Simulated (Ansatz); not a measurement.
# CH3FGeOS: harmonic frequencies at the relaxed geometry in Python

At which frequencies does CH3FGeOS vibrate? Aim: harmonic frequencies at the relaxed geometry, for CH3FGeOS, run from a script. SMILES: [F][GeH]1[O]C[S]1.

Program: Ansatz 0.2.0 through its Python package. Level of theory: PBE0+D3(BJ)/def2-SVP. These are calculated values, not measurements.

## (1) The system

Bond lengths: F1–Ge2 1.697 Å, Ge2–O3 1.773 Å, O3–C4 1.414 Å, Ge2–S5 2.182 Å, C4–S5 1.842 Å, Ge2–H6 1.563 Å, C4–H7 1.072 Å, C4–H8 1.135 Å. Angles: F1–Ge2–O3 109.6°, F1–Ge2–S5 112.8°, F1–Ge2–H6 117.3°, O3–Ge2–S5 81.9°, O3–Ge2–H6 115.0°, S5–Ge2–H6 115.0°, Ge2–O3–C4 98.4°, O3–C4–S5 105.9°, O3–C4–H7 114.2°, O3–C4–H8 105.7°, S5–C4–H7 113.2°, S5–C4–H8 107.1°, H7–C4–H8 110.2°, Ge2–S5–C4 73.5°.

The script holds or builds the structure itself.

## (2) Script

run_freq.py reads:

```python
"""Harmonic frequencies of CH3FGeOS at its relaxed geometry."""

import itertools

import ansatz
from ase import Atoms
from ase.data import atomic_numbers, covalent_radii
from ase.thermochemistry import IdealGasThermo
import numpy as np

GEOMETRY = """
F    -1.62430    1.66270    0.94180
Ge   -0.08250    1.09520    0.51560
O     0.02700   -0.64180    0.85240
C     0.19530   -1.09850   -0.47560
S     0.01700    0.38900   -1.54700
H     1.14610    1.93830    0.98600
H     1.10950   -1.63350   -0.64370
H    -0.69590   -1.76860   -0.68540
"""

system = ansatz.Crystal.molecule()
for line in GEOMETRY.strip().splitlines():
    symbol, *xyz = line.split()
    system = system.atom(symbol, [float(v) for v in xyz])

base = (
    system.calculation()
    .basis(gaussian="def2-SVP")
    .functional("pbe0", dispersion="d3bj")
)
symbols = [site.symbol for site in system.cartesian_sites]
start = np.array([site.position_ang for site in system.cartesian_sites], dtype=float)
def progress(event):
    if event["event"] == "relax_step":
        row = event["data"]
        print(f"step {row['step']:3d}  E = {row['lagrangian_ev']:.6f} eV  largest force component {row['allowed_force_max_ev_ang']:.4f} eV/A")


data = base.relax(force_tolerance=0.003).session().plan().execute(on_event=progress).report
end = np.array(data["positions_ang"])

# pairs closer than 1.2 times the sum of covalent radii, before or after
radius = [covalent_radii[atomic_numbers[s]] for s in symbols]
span = lambda where, i, j: np.linalg.norm(where[i] - where[j])
bonded = [(i, j) for i, j in itertools.combinations(range(len(symbols)), 2) if min(span(start, i, j), span(end, i, j)) < 1.2 * (radius[i] + radius[j])]
print("pair        before    after (A)")
for i, j in bonded:
    print(f"{symbols[i]}{i}-{symbols[j]}{j}".ljust(10), f"{span(start, i, j):8.4f} {span(end, i, j):8.4f}")
for first, second in list(itertools.combinations(bonded, 2)):
    shared = set(first) & set(second)
    if shared and symbols[(j := shared.pop())] != "H":
        i, k = sorted((set(first) | set(second)) - {j})
        u, v = end[i] - end[j], end[k] - end[j]
        angle = np.degrees(np.arccos(np.clip(u @ v / np.linalg.norm(u) / np.linalg.norm(v), -1, 1)))
        print(f"final angle {symbols[i]}{i}-{symbols[j]}{j}-{symbols[k]}{k}: {angle:.2f} deg")

# frequencies need a stationary point, so they are taken at the relaxed geometry
minimum = ansatz.Crystal.molecule()
for symbol, place in zip(symbols, end):
    minimum = minimum.atom(symbol, place.tolist())
vibrating = (
    minimum.calculation()
    .basis(gaussian="def2-SVP")
    .functional("pbe0", dispersion="d3bj")
    .phonons(temperatures=(298.15, 498.15, 100))
)
vib = vibrating.run().report["vibrations"]
sums = vib["harmonic_sums"]
modes = [m["omega_inv_cm"] for m in sums["modes_at_gamma"] if m["rigid_motion"] == "no"]
for number, w in enumerate(modes, start=1):
    print(f"mode {number:2d} {w:9.1f} 1/cm {w / 8065.544 * 1000:8.2f} meV")
print("imaginary modes:", sum(w < 0 for w in modes), " zero-point energy:", round(sums["zero_point_energy_ev"], 4), "eV")
# rigid rotor and ideal gas, symmetry number taken as one
gas = IdealGasThermo(vib_energies=[w / 8065.544 for w in modes if w > 0], geometry="linear" if len(modes) == 3 * len(symbols) - 5 else "nonlinear",
                     atoms=Atoms(symbols, positions=end), symmetrynumber=1, spin=0.0)
print(f"H(298 K) - E = {gas.get_enthalpy(298.15, verbose=False):.4f} eV")
print(f"S(298 K, 1 bar) = {96485.33 * gas.get_entropy(298.15, 1e5, verbose=False):.1f} J/(mol K) with symmetry number 1")
```

## (3) The calls as engine input

The package turns the script's settings into the engine's input (first run):

```yaml
crystal:
  periodic: [false, false, false]
  atoms:
    - { symbol: F, position_ang: [-1.6243, 1.6627, 0.9418] }
    - { symbol: Ge, position_ang: [-0.0825, 1.0952, 0.5156] }
    - { symbol: O, position_ang: [0.027, -0.6418, 0.8524] }
    - { symbol: C, position_ang: [0.1953, -1.0985, -0.4756] }
    - { symbol: S, position_ang: [0.017, 0.389, -1.547] }
    - { symbol: H, position_ang: [1.1461, 1.9383, 0.986] }
    - { symbol: H, position_ang: [1.1095, -1.6335, -0.6437] }
    - { symbol: H, position_ang: [-0.6959, -1.7686, -0.6854] }
basis:
  gaussian:
    orbitals: def2-SVP
hamiltonian:
  xc: pbe0
  dispersion: d3bj
relax:
  f_tol: 0.003
```

## (4) Running it

Command:

```sh
$ python run_freq.py
```

Q: Predict the main results. Wanted: moves of the relaxation of run 1; energy gained in run 1; last largest force component of run 1; highest frequency; imaginary modes; zero-point energy.

As calculated:

| quantity | value |
| --- | --- |
| runs compared | 2 |
| moves of the relaxation of run 1 | 7 |
| energy gained in run 1 | 0.242 eV |
| last largest force component of run 1 | 0.0018 eV/Å |
| highest frequency | 3143 cm⁻¹ |
| imaginary modes | 0 |
| zero-point energy | 1.201 eV |

Run 1: The relaxation took 7 moves; the largest shift is 0.231 Å, of atom 6 (H). All frequencies are real, so the geometry is a minimum. The values are harmonic; measured fundamentals also hold anharmonic shifts, mostly downward for stretches. Caveats:
- The frequencies are harmonic and unscaled, in a modest basis.
- The entropy takes a symmetry number of 1; a symmetric molecule's is lower by R ln(sigma).
